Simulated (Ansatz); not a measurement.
# AlBH2O2, SMILES [OH][Al]1[BH][O]1: a rigid scan of one bond length

Computed with Ansatz 0.2.0, Python API.

Notebook, run cell by cell (the value of a cell's last expression is shown):

**Cell 1**
```python
import warnings

import ansatz as az
from ase import Atoms
import numpy as np
```

**Cell 2**
```python
BASIS_SET = 'def2-SVP'
XC = 'pbe'
```

**Cell 3**
```python
warnings.simplefilter('ignore', az.DeckWarning)

atoms = Atoms(['O', 'Al', 'B', 'O', 'H', 'H'], positions=[
    [-0.7851, 0.5817, -1.8895],
    [0.08, -0.3149, -0.6204],
    [0.6168, -0.2397, 1.3757],
    [0.6282, -1.4908, 0.5871],
    [-1.7154, 0.7975, -1.5095],
    [1.2177, 0.6022, 2.0104],
])
mol = az.Crystal.molecule_from_ase(atoms)
```

**Cell 4**
```python
symbols = [site.symbol for site in mol.cartesian_sites]
start = np.array([site.position_ang for site in mol.cartesian_sites])
axis = (start[4] - start[0]) / np.linalg.norm(start[4] - start[0])
moving = [4]
lengths, energies = [0.87, 0.95, 1.03, 1.13, 1.28, 1.54, 1.85, 2.26], []
for length in lengths:
    xyz = start.copy()
    xyz[moving] += (length - np.linalg.norm(start[4] - start[0])) * axis
    point = az.Crystal.molecule()
    for symbol, place in zip(symbols, xyz):
        point = point.atom(symbol, place.tolist())
    setup = point.calculation()
    setup = setup.basis(gaussian=BASIS_SET)
    setup = setup.functional(XC)
    summary = setup.run(threads=1).report
    energies.append(summary['free_energy_ev'])
    print(f'r = {length:6.3f} A  E = {energies[-1]:.5f} eV  <S^2> = {abs(summary["mean_field"]["state"]["spin_squared"]):.3f}')
```
Output:
```text
r =  0.870 A  E = -11384.31263 eV  <S^2> = 0.000
r =  0.950 A  E = -11384.66360 eV  <S^2> = 0.000
r =  1.030 A  E = -11384.63560 eV  <S^2> = 0.000
r =  1.130 A  E = -11384.31162 eV  <S^2> = 0.000
r =  1.280 A  E = -11383.57347 eV  <S^2> = 0.000
r =  1.540 A  E = -11382.26585 eV  <S^2> = 0.000
r =  1.850 A  E = -11381.13993 eV  <S^2> = 0.000
r =  2.260 A  E = -11380.27955 eV  <S^2> = 0.000
```

**Cell 5**
```python
print('energy above the lowest point (eV):', [round(e - min(energies), 3) for e in energies])
```
Output:
```text
energy above the lowest point (eV): [0.351, 0.0, 0.028, 0.352, 1.09, 2.398, 3.524, 4.384]
```

Total energies depend on the basis set; only differences at equal settings carry meaning. The rest of the molecule is held rigid at a force-field or estimated start geometry, and the basis set is modest; single-reference methods fail as a bond breaks. The orbitals are restricted, so S² is zero by construction. Toward dissociation an unrestricted state can lie under the restricted one, by tenths of an eV for polar bonds under a functional and by 1 to 2 eV or more for others. Finished in 16 s on 1 thread of Arm Neoverse V2, with other jobs on the host, peak memory 0.19 GiB.
